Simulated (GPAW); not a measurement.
Runs of GPAW 26.7.0 on HfIn4SiO6. It takes space group C2 (No. 5, monoclinic). The conventional cell has a = 5.432 Å, b = 9.407 Å, c = 7.636 Å, α = 90.00°, β = 104.07°, γ = 90.00°. Hf (site symmetry 2) has 6 O at 2.13 to 2.14 Å as nearest neighbours. Around In (site symmetry 2) lie 2 O at 2.73 Å and 4 In at 3.12 Å. In (site symmetry 2) is surrounded by 6 O at 2.23 Å. In (site symmetry 2) has 2 O at 2.73 Å and 3 In at 3.07 to 3.12 Å as nearest neighbours. In (site symmetry 2) is surrounded by 2 O at 2.73 Å and 3 In at 3.07 to 3.12 Å. Around Si (site symmetry 2) lie 6 O at 1.85 Å. O (site symmetry 1) has 1 Si at 1.85 Å as nearest neighbours. O (site symmetry 1) is surrounded by 1 Si at 1.85 Å. The cell was built by a generator and needn't be a form met in nature.

| level | older calculator (legacy_gpaw) | gap on the mesh (eV) | largest force (eV/Å) |
| --- | --- | --- | --- |
| vdW-DF-cx | - | none | (a) |
| PBE+D4 | - | none | 0.26 |
| vdW-DF | - | none | 0.26 |
| optB88-vdW | yes | none | 0.23 |

Alike in all rows: task single point; potentials or basis GPAW PAW data sets (gpaw-data 1.2.1), pw; no spin polarisation; cell as given; k mesh 3 × 3 × 2; cutoff (eV) 800; smearing fermi-dirac 0.05 eV; the mesh is coarse, so values aren't converged.

Q: Estimate the missing entries.

A: (a) 0.24.

Caveats: all runs use coarse meshes; the PAW data sets were made with another functional, which shifts forces and pressure a little (some runs); with rounded positions the older calculator's symmetry can spoil forces and stress (some runs).

A k mesh can miss the band edges, and the runs leave out spin-orbit coupling on Hf, In.

A gap of «none» marks a metal or a gap under the smearing width.
